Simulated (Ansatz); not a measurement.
**doublet C2H7NSi+: levels of theory compared**

Wanted: a comparison of 6 runs (UHF/STO-3G, UHF/3-21G, UB3LYP/def2-SVP, UBLYP/def2-SVP, UHSE06/def2-SVP, UPBE-QIDH/def2-SVP) of doublet C2H7NSi+. 

Program for the calculation: Ansatz 0.2.0.

61 further runs of the same task are left out: 61 set aside as unsound or not needed.

## 1. The structure to begin with

The species is C2H7NSi+ (11 atoms), meant as a doublet with charge +1. As SMILES of the parent species, `NC1C[SiH2]1`. Geometry: relaxed at PBE0-D4/def2-TZVP. This is one conformer, not always the lowest. That shape belongs to the parent species and isn't relaxed for this state.

Bond lengths: N1–C2 1.437 Å, C2–C3 1.539 Å, C2–Si4 1.862 Å, C3–Si4 1.848 Å, N1–H5 1.011 Å, N1–H6 1.014 Å, C2–H7 1.094 Å, C3–H8 1.085 Å, C3–H9 1.086 Å, Si4–H10 1.479 Å, Si4–H11 1.476 Å. Some angles: N1–C2–C3 114.5°, N1–C2–Si4 118.4°, C3–C2–Si4 65.0°, C2–C3–Si4 65.9°, C2–Si4–C3 49.0°, N1–C2–H7 118.0°, C3–C2–H7 113.0°, Si4–C2–H7 116.4°, C2–N1–H5 111.6°, C2–N1–H6 111.3°.

## 2. The energy at UHF/STO-3G (run 1)

Contents of job.yaml:

```yaml
crystal:
  periodic: [false, false, false]
  atoms:
    - symbol: "N"
      position_ang: [-1.337200, 0.826100, -0.314200]
    - symbol: C
      position_ang: [0.048100, 0.587400, -0.015100]
    - symbol: C
      position_ang: [0.296100, -0.519700, 1.025200]
    - symbol: Si
      position_ang: [0.845000, -0.955900, -0.685100]
    - symbol: H
      position_ang: [-1.450400, 1.288300, -1.206000]
    - symbol: H
      position_ang: [-1.774000, 1.401500, 0.397500]
    - symbol: H
      position_ang: [0.701400, 1.454200, 0.118600]
    - symbol: H
      position_ang: [1.025100, -0.311700, 1.801300]
    - symbol: H
      position_ang: [-0.607900, -0.997000, 1.390600]
    - symbol: H
      position_ang: [2.288700, -0.939900, -1.005500]
    - symbol: H
      position_ang: [0.030300, -1.890100, -1.486800]
basis:
  gaussian: {orbitals: STO-3G}
total_charge: 1
magnetization: {spin_polarized: true, initial_magnetization: 1}
hamiltonian: {xc: hf}
accuracy: high
output: {orbitals: {seedname: orbitals}}
```

Launch:

```
$ ansatz run job.yaml --threads 1 --pin off --max-ram 3480MiB --events-out events.jsonl --progress --plain --runs-dir runs
```

Output:

```text
Warning: RAYON_NUM_THREADS=1 ignored (pool sized by the plan → 1); use --threads N
Functional definition: HF
  name "HF"
  exchange = exact_x
  correlation = 0
660 factors; integrals over basis functions are off by at most 2.6e-8 eV
mean field evaluation 1: about -11370.8015 eV, gradient 1.4e1 eV
mean field evaluation 2: about -11370.9548 eV, gradient 1.4e1 eV
mean field evaluation 4: about -11372.4305 eV, gradient 1.1e0 eV
mean field evaluation 8: about -11372.4470 eV, gradient 2.2e-2 eV
mean field evaluation 16: about -11366.8446 eV, gradient 2.0e1 eV
mean field evaluation 32: about -11371.8609 eV, gradient 2.7e0 eV
mean field evaluation 64: about -11371.1697 eV, gradient 7.9e-1 eV
mean field evaluation 96: about -11371.6470 eV, gradient 5.2e0 eV
mean field -11372.63473661 eV, -417.9366179216 hartree, gradient 2.3e-8 eV, S^2 0.759740; 1 other end points of the search recorded, 0 dependent functions left out
reference -11372.63473661 eV, -417.9366179216 hartree; 20, 19 occupied and 11, 12 virtual orbitals, 660 factors
Total energy: -11372.63473661 eV, -417.9366179216 hartree
```

Run time: 0.68 s. Hardware: 1 thread of Arm Neoverse V2, shared host.

## 3. A single-point energy at UHF/3-21G (run 2)

Contents of molecule.yaml:

```yaml
crystal:
  periodic: [false, false, false]
  atoms:
    - {symbol: N, position_ang: [-1.337200, 0.826100, -0.314200]}
    - {symbol: C, position_ang: [0.048100, 0.587400, -0.015100]}
    - {symbol: C, position_ang: [0.296100, -0.519700, 1.025200]}
    - {symbol: Si, position_ang: [0.845000, -0.955900, -0.685100]}
    - {symbol: H, position_ang: [-1.450400, 1.288300, -1.206000]}
    - {symbol: H, position_ang: [-1.774000, 1.401500, 0.397500]}
    - {symbol: H, position_ang: [0.701400, 1.454200, 0.118600]}
    - {symbol: H, position_ang: [1.025100, -0.311700, 1.801300]}
    - {symbol: H, position_ang: [-0.607900, -0.997000, 1.390600]}
    - {symbol: H, position_ang: [2.288700, -0.939900, -1.005500]}
    - {symbol: H, position_ang: [0.030300, -1.890100, -1.486800]}
basis:
  gaussian:
    orbitals: 3-21G.json
total_charge: 1
magnetization:
  spin_polarized: true
  initial_magnetization: 1
hamiltonian:
  xc: hf
accuracy: high
output:
  orbitals: {seedname: orbitals}
```

The basis set 3-21G is read from a file made from the Basis Set Exchange's data (not shown).

Launch:

```
$ ansatz run molecule.yaml --threads 1 --pin off --max-ram 3480MiB --events-out events.jsonl --progress --plain --runs-dir runs
```

Output:

```text
Warning: RAYON_NUM_THREADS=1 ignored (pool sized by the plan → 1); use --threads N
[... 4 set-up lines as earlier in the session ...]
1346 factors; integrals over basis functions are off by at most 4.0e-9 eV
mean field evaluation 1: about -11440.3111 eV, gradient 2.5e1 eV
mean field evaluation 2: about -11440.7014 eV, gradient 2.5e1 eV
mean field evaluation 4: about -11443.6290 eV, gradient 1.9e0 eV
mean field evaluation 8: about -11443.6662 eV, gradient 2.5e-1 eV
mean field evaluation 16: about -11443.6691 eV, gradient 6.0e-2 eV
mean field evaluation 32: about -11443.9692 eV, gradient 1.8e-8 eV
mean field evaluation 64: about -11434.8568 eV, gradient 3.1e1 eV
mean field -11443.96921302 eV, -420.5581115775 hartree, gradient 8.4e-8 eV, S^2 0.762290; 2 other end points of the search recorded, 0 dependent functions left out
reference -11443.96921302 eV, -420.5581115775 hartree; 20, 19 occupied and 34, 35 virtual orbitals, 1346 factors
Total energy: -11443.96921302 eV, -420.5581115775 hartree
```

It took 1.5 s on 1 thread of Arm Neoverse V2, shared host; peak memory 0.15 GiB.

Runs 3 to 4 aren't shown in full; the table further down has their settings and results.

## 4. A single-point energy at UHSE06/def2-SVP (run 5)

Contents of job.yaml:

```yaml
crystal:
  periodic: [false, false, false]
  atoms:
    - {symbol: N, position_ang: [-1.337200, 0.826100, -0.314200]}
    - {symbol: C, position_ang: [0.048100, 0.587400, -0.015100]}
    - {symbol: C, position_ang: [0.296100, -0.519700, 1.025200]}
    - {symbol: Si, position_ang: [0.845000, -0.955900, -0.685100]}
    - {symbol: H, position_ang: [-1.450400, 1.288300, -1.206000]}
    - {symbol: H, position_ang: [-1.774000, 1.401500, 0.397500]}
    - {symbol: H, position_ang: [0.701400, 1.454200, 0.118600]}
    - {symbol: H, position_ang: [1.025100, -0.311700, 1.801300]}
    - {symbol: H, position_ang: [-0.607900, -0.997000, 1.390600]}
    - {symbol: H, position_ang: [2.288700, -0.939900, -1.005500]}
    - {symbol: H, position_ang: [0.030300, -1.890100, -1.486800]}
basis:
  gaussian: {orbitals: def2-SVP}
total_charge: 1
magnetization: {spin_polarized: true, initial_magnetization: 1}
hamiltonian: {xc: hse06}
accuracy: high
output: {orbitals: {seedname: orbitals}}
```

Launch:

```
$ ansatz run job.yaml --threads 1 --pin off --max-ram 3480MiB --events-out events.jsonl --progress --plain --runs-dir runs
```

Output:

```text
Warning: RAYON_NUM_THREADS=1 ignored (pool sized by the plan → 1); use --threads N
Functional definition: HSE06
  name "HSE06"
  parameter a = 0.25
  parameter omega = 0.11/bohr
  exchange = pbe_x - a*pbe_x_sr(omega) + a*exact_x_sr(omega)
  correlation = pbe_c
2286 factors; integrals over basis functions are off by at most 3.6e-9 eV
99 factors; integrals over basis functions are off by at most 2.5e-9 eV
mean field evaluation 1: about -11507.7006 eV, gradient 6.3e1 eV
mean field evaluation 2: about -11364.2712 eV, gradient 1.5e2 eV
mean field evaluation 4: about -11526.8996 eV, gradient 3.2e1 eV
mean field evaluation 8: about -11532.5048 eV, gradient 1.0e0 eV
mean field evaluation 16: about -11532.7565 eV, gradient 2.2e-3 eV
mean field evaluation 32: about -11532.7565 eV, gradient 9.7e-9 eV
mean field -11532.75647131 eV, -423.8209831376 hartree, gradient 9.7e-9 eV, S^2 0.753337; 0 other end points of the search recorded, 0 dependent functions left out
reference -11532.75647495 eV, -423.8209832714 hartree; 20, 19 occupied and 75, 76 virtual orbitals, 2286 factors
Total energy: -11532.75647495 eV, -423.8209832714 hartree
```

Run time: 15 s. Hardware: 1 thread of Arm Neoverse V2, shared host; peak memory 0.48 GiB.

## 5. The energy at UPBE-QIDH/def2-SVP (run 6)

Contents of in.yaml:

```yaml
crystal:
  periodic: [false, false, false]
  atoms:
    - {symbol: N, position_ang: [-1.337200, 0.826100, -0.314200]}
    - {symbol: C, position_ang: [0.048100, 0.587400, -0.015100]}
    - {symbol: C, position_ang: [0.296100, -0.519700, 1.025200]}
    - {symbol: Si, position_ang: [0.845000, -0.955900, -0.685100]}
    - {symbol: H, position_ang: [-1.450400, 1.288300, -1.206000]}
    - {symbol: H, position_ang: [-1.774000, 1.401500, 0.397500]}
    - {symbol: H, position_ang: [0.701400, 1.454200, 0.118600]}
    - {symbol: H, position_ang: [1.025100, -0.311700, 1.801300]}
    - {symbol: H, position_ang: [-0.607900, -0.997000, 1.390600]}
    - {symbol: H, position_ang: [2.288700, -0.939900, -1.005500]}
    - {symbol: H, position_ang: [0.030300, -1.890100, -1.486800]}
basis:
  gaussian:
    orbitals: def2-SVP
total_charge: 1
magnetization:
  spin_polarized: true
  initial_magnetization: 1
hamiltonian:
  xc: {name: PBE-QIDH}
correlation:
  frozen_orbitals: {C: 1, H: 0, "N": 1, Si: 5}
accuracy: high
output: {orbitals: {seedname: orbitals}}
```

Launch:

```
$ ansatz run in.yaml --threads 1 --pin off --max-ram 3480MiB --events-out events.jsonl --progress --plain --runs-dir runs
```

Output, shortened:

```text
Warning: RAYON_NUM_THREADS=1 ignored (pool sized by the plan → 1); use --threads N
Functional definition: PBE-QIDH
  name "PBE-QIDH"
[...]
2286 factors; integrals over basis functions are off by at most 3.6e-9 eV
[...]
mean field -11523.24305865 eV, -423.4713716707 hartree, gradient 8.9e-8 eV, S^2 0.757457; 4 other end points of the search recorded, 0 dependent functions left out
8 core orbitals not correlated: weight in the atoms' cores, before any rotation towards them, 1.000 or more for the frozen orbitals, at most 0.000 for the correlated occupied ones
reference -11523.24305975 eV, -423.4713717110 hartree; 12, 11 occupied and 75, 76 virtual orbitals, 2286 factors
second order -16.63891720 eV of doubles, -0.00000000 eV of singles
Total energy: -11528.78936548 eV, -423.6751946873 hartree
```

It took 20 s on 1 thread of Arm Neoverse V2, shared host; peak memory 0.47 GiB.

## 6. The series

```tsv
run	level	frozen core orbitals	energy (Eh)	HOMO energy (eV)	LUMO energy (eV)	⟨S²⟩	wall time
1	UHF/STO-3G	–	-417.936618	-13.44	-3.91	0.760	0.68 s
2	UHF/3-21G	–	-420.558112	-15.12	-5.72	0.762	1.5 s
3	UB3LYP/def2-SVP	–	-424.137259	-13.09	-10.64	0.753	15 s
4	UBLYP/def2-SVP	–	-424.047800	-11.85	-11.07	0.752	11 s
5	UHSE06/def2-SVP	–	-423.820983	-12.97	-10.84	0.753	15 s
6	UPBE-QIDH/def2-SVP	8	-423.675195	-15.06	-8.75	0.757	20 s
```

## 7. Outcome

```
                                                       quantity          value
                                            run 6: total energy  -423.67519 Eh
run 6: HOMO energy (SCF part's orbitals) (highest over α and β)      -15.06 eV
 run 6: LUMO energy (SCF part's orbitals) (lowest over α and β)       -8.75 eV
                                                    run 6: ⟨S²⟩          0.757
```

**Reading.** Totals of different functionals can't be ranked against each other. In run 1 the basis is minimal, so the values are rough. All runs together took 64 s, the longest 20 s.
